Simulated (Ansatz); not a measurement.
**C6H12O: vertical ionisation energy**

One table from this session's results is given with a row withheld; the runs are named, their logs left out.

Method: unrestricted cation, the program's frozen cores in correlated methods; program: Ansatz 0.2.0, Gaussian basis.

The runs, in order: UKS PBE-D4/def2-TZVPP; UKS r2SCAN-D4/def2-TZVPP; UKS PBE0-D4/def2-TZVPP; UKS B3LYP-D4/def2-TZVPP; UKS wB97X-V/def2-TZVPP; UKS wB97M-V/def2-TZVPP; UKS B2PLYP/def2-TZVPP; UHF-CCSD(T)/def2-TZVPP; UHF-MP2/def2-QZVPP; extrapolation to the limit; then −ε(HOMO) from the neutral's earlier runs with LDA (SPW92), PBE-D4, revPBE-D4, BLYP-D4, r2SCAN-D4, B97M-V, PBE0-D4, B3LYP-D4, r2SCANh-D4, r2SCAN0-D4, HSE06-D4, BHLYP-D4, CAM-B3LYP-D4, LC-ωPBE, ωB97X-V, ωB97M-V.

## The geometry

An earlier PBE0-D4 in a triple-zeta def2 set relaxation fixed the geometry.

SMILES `CCCCC(C)=O`, 19 atoms, charge 0, spin multiplicity 1.

Atoms are counted from 1 here; the program's logs count them from 0.

Bond lengths: C1–C2 1.518 Å, C1–H8 1.092 Å, C1–H9 1.094 Å, C1–H10 1.093 Å, C2–C3 1.521 Å, C2–H11 1.097 Å, C2–H12 1.094 Å, C3–C4 1.516 Å, C3–H13 1.095 Å, C3–H14 1.094 Å, C4–C5 1.513 Å, C4–H15 1.097 Å, C4–H16 1.098 Å, C5–C6 1.505 Å, C5–O7 1.206 Å, C6–H17 1.093 Å, C6–H18 1.089 Å, C6–H19 1.095 Å. Angles: C2–C1–H8 111.6°, C2–C1–H9 111.2°, C2–C1–H10 110.9°, H8–C1–H9 107.7°, H8–C1–H10 107.7°, H9–C1–H10 107.6°, C1–C2–C3 112.6°, C1–C2–H11 109.6°, C1–C2–H12 109.6°, C3–C2–H11 109.2°, C3–C2–H12 109.1°, H11–C2–H12 106.6°, C2–C3–C4 113.2°, C2–C3–H13 109.3°, C2–C3–H14 109.3°, C4–C3–H13 109.1°, C4–C3–H14 108.8°, H13–C3–H14 106.9° and more.

Set-up of the first run:

Contents of in.yaml:

```yaml
crystal:
  periodic: [false, false, false]
  atoms:
    - {symbol: C, position_ang: [-0.311786, -2.588632, 1.298758]}
    - {symbol: C, position_ang: [-0.048023, -1.487322, 0.287549]}
    - {symbol: C, position_ang: [-0.893863, -0.248487, 0.538414]}
    - {symbol: C, position_ang: [-0.631378, 0.865716, -0.456025]}
    - {symbol: C, position_ang: [0.698218, 1.563849, -0.274235]}
    - {symbol: C, position_ang: [1.145838, 2.442819, -1.411329]}
    - {symbol: O, position_ang: [1.359943, 1.435411, 0.726129]}
    - {symbol: H, position_ang: [0.298565, -3.472154, 1.098767]}
    - {symbol: H, position_ang: [-1.360914, -2.898311, 1.282460]}
    - {symbol: H, position_ang: [-0.083468, -2.249763, 2.312881]}
    - {symbol: H, position_ang: [-0.247240, -1.860513, -0.724572]}
    - {symbol: H, position_ang: [1.009980, -1.209895, 0.315705]}
    - {symbol: H, position_ang: [-1.954419, -0.519765, 0.502232]}
    - {symbol: H, position_ang: [-0.695856, 0.125967, 1.547189]}
    - {symbol: H, position_ang: [-0.702546, 0.506608, -1.489957]}
    - {symbol: H, position_ang: [-1.394424, 1.651547, -0.374147]}
    - {symbol: H, position_ang: [0.324298, 3.062780, -1.778725]}
    - {symbol: H, position_ang: [1.981709, 3.066360, -1.099156]}
    - {symbol: H, position_ang: [1.463668, 1.809385, -2.245540]}
basis:
  gaussian: {orbitals: def2-TZVPP}
total_charge: 1
magnetization: {spin_polarized: true, initial_magnetization: 1}
hamiltonian: {xc: pbe, dispersion: d4}
```

Run with:

```
> ansatz run in.yaml --threads 2 --pin off --events-out ev --progress --plain --max-ram 32768MiB --backend cuda --devices 0, --max-vram 18GiB
```

Steps of the session up to this table: Cation, UKS PBE-D4/def2-TZVPP; Cation, UKS r2SCAN-D4/def2-TZVPP; Cation, UKS PBE0-D4/def2-TZVPP; Cation, UKS B3LYP-D4/def2-TZVPP; Cation, UKS wB97X-V/def2-TZVPP; Cation, UKS wB97M-V/def2-TZVPP; Cation, UKS B2PLYP (frozen core)/def2-TZVPP; Cation, UHF-CCSD(T)/def2-TZVPP; Cation, UHF-MP2/def2-QZVPP.

One of the session's tables, all rows but one given; the rest of the session is left out.

Orbital estimates, from the neutral's runs:

```
  functional  −ε(HOMO) (eV)
 LDA (SPW92)              ?
      PBE-D4           5.58
   revPBE-D4           5.50
     BLYP-D4           5.50
   r2SCAN-D4           5.87
      B97M-V           6.06
     PBE0-D4           7.16
    B3LYP-D4           6.93
  r2SCANh-D4           6.47
  r2SCAN0-D4           7.37
    HSE06-D4           6.75
    BHLYP-D4           8.71
CAM-B3LYP-D4           8.63
     LC-ωPBE           9.92
     ωB97X-V           9.62
     ωB97M-V           9.58
```

Q: Estimate the row for LDA (SPW92) from the others.

The run gave: −ε(HOMO) (eV): 5.75. In the column «−ε(HOMO) (eV)» it lies between PBE-D4 (5.58) and r2SCAN-D4 (5.87).
